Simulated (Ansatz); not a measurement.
# BBrFH3: the cost of one run

All numbers below are computed with Ansatz 0.2.0 (RKS PBE/def2-SVP).

## (1) The starting structure

Bond lengths: B1–F2 1.670 Å, B1–H3 1.190 Å, B1–H4 1.190 Å, B1–Br5 2.340 Å, Br5–H6 1.506 Å. Angles: F2–B1–H3 120.0°, F2–B1–H4 120.0°, F2–B1–Br5 71.6°, H3–B1–H4 120.0°, H3–B1–Br5 97.0°, H4–B1–Br5 101.2°, B1–Br5–H6 58.3°.

Structure file:

```xyz
6

B     0.0000    0.0000    0.0000
F     0.0000    0.0000    1.6700
H     1.0305    0.0000   -0.5950
H    -1.0305    0.0000   -0.5950
Br    0.0978   -2.2185    0.7379
H     0.0469   -1.0647    1.7044
```

## (2) Pulling towards end A

Springs on the bonds that form and break draw the guess towards this end; the thresholds are loose.

Contents of input.yaml:

```yaml
crystal:
  periodic: [false, false, false]
  atoms:
    - { symbol: B, position_ang: [0.0, 0.0, 0.0] }
    - { symbol: F, position_ang: [0.0, 0.0, 1.67] }
    - { symbol: H, position_ang: [1.0305, 0.0, -0.595] }
    - { symbol: H, position_ang: [-1.0305, 0.0, -0.595] }
    - { symbol: Br, position_ang: [0.0978, -2.2185, 0.7379] }
    - { symbol: H, position_ang: [0.0469, -1.0647, 1.7044] }
basis:
  gaussian: { orbitals: def2-SVP }
hamiltonian:
  xc: pbe
relax:
  f_tol: 0.15
  max_steps: 25
  restrain:
    - { distance: [0, 4], at: 3.24, k: 30.0 }
    - { distance: [5, 1], at: 2.12, k: 30.0 }
    - { distance: [0, 1], at: 1.32, k: 30.0 }
    - { distance: [5, 4], at: 1.55, k: 30.0 }
output:
  orbitals: {}
```

Run with:

```console
$ ansatz run input.yaml --threads 1 --pin off --max-ram 2048MiB --backend cpu --events-out ev --progress --plain --runs-dir out
```

**Question.** How long does this run take on 1 thread of Arm Neoverse V2, shared host, and how much memory does it need?

About 12 s, with a peak of 0.14 GiB.
